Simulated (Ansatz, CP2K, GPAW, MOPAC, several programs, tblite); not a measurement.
## What each method gives for MgI2 (CdI2 type)

MgI2 (CdI2 type), relaxed with r2SCAN+rVV10 in Ansatz, was computed with several methods. It is trigonal, P-3m1 (No. 164); a = 4.157 Å, c = 6.873 Å in the conventional setting, 34.29 Å³ an atom. Mg is surrounded by 6 I at 2.92 Å; I is surrounded by 3 Mg at 2.92 Å. No spin polarisation and no zero-point or thermal motion.

```yaml
crystal:
  lattice:
    - [4.15721, 0.00000, 0.00000]
    - [-2.07861, 3.60025, 0.00000]
    - [0.00000, 0.00000, 6.87333]
  atoms:
    - { symbol: Mg, position: [0.00000, 0.00000, 0.00000] }
    - { symbol: I, position: [0.33333, 0.66667, 0.24262] }
    - { symbol: I, position: [0.66667, 0.33333, 0.75738] }
```

Gaps and times are for a single point on this cell; volume and bulk modulus come from each method's own relaxation or energy curve at fixed shape, which is too stiff where a cell has free coordinates or axes. Times are rough, from shared hosts (Arm Neoverse V1), and each method has its own mesh and cell size. A double dagger marks a value from a curve with shape and coordinates held. A star marks a curve whose lowest point is an end point. PM6 (MOPAC), PM7 (MOPAC), GFN1-xTB (tblite), GFN2-xTB (tblite) treat a cluster of cells at its zone centre, which samples few k points: where these miss a band edge, the gap comes out too large for that reason alone. Gaps from k meshes are read at a limited set of points (mesh, symmetry points, PBE's band edges), so each method's own least gap may be somewhat smaller. xTB and the PM methods were fitted mostly to molecules, and can miss a solid's gap by electronvolts. Minimal bases can be far off for gaps. Curves at held shape can't give the bulk modulus of a layered or molecular crystal, so none is listed. GLLB-SC's gap includes the derivative discontinuity. d marks a direct gap, i an indirect one (no mark: not told apart), a dash a value that wasn't computed or didn't pass its checks.

```csv
method,kind,gap (eV),own volume (Å³/atom),bulk modulus (GPa),atoms computed,processor time
light PBE (260 eV and a coarse mesh),light plane-wave,3.50 i,–,–,3,1.7 s
GFN1-xTB (tblite),tight binding,2.67,36.24‡,–,54,2.5 s
PM7 (MOPAC),semi-empirical,9.35,–,–,54,4.5 s
GFN2-xTB (tblite),tight binding,4.51,37.78*‡,–,54,4.8 s
PM6 (MOPAC),semi-empirical,5.91,–,–,54,5.9 s
PBE,semilocal,3.49 i,–,–,3,12 s
PBE/SZV (CP2K),small basis,2.74 d,–,–,3,12 s
PBE/DZVP (CP2K),small basis,3.47 i,36.64‡,–,3,17 s
r2SCAN,semilocal,4.11 i,–,–,3,29 s
PBE/single zeta (GPAW),small basis,3.55 d,–,–,3,30 s
GLLB-SC (GPAW),model potential,5.96,–,–,3,49 s
```

Against r2SCAN (4.11 eV) and with closed or daggered gaps left aside, the nearest gap at the points sampled is that of GFN2-xTB (tblite) (+0.40 eV) and the farthest that of PM7 (MOPAC) (+5.24 eV). r2SCAN is only a yardstick of convenience: semilocal gaps usually lie below measured ones, which GLLB-SC and hybrids aim to mend.

Spin-orbit coupling is left out, which matters wherever the heavy atoms make up the band edges.
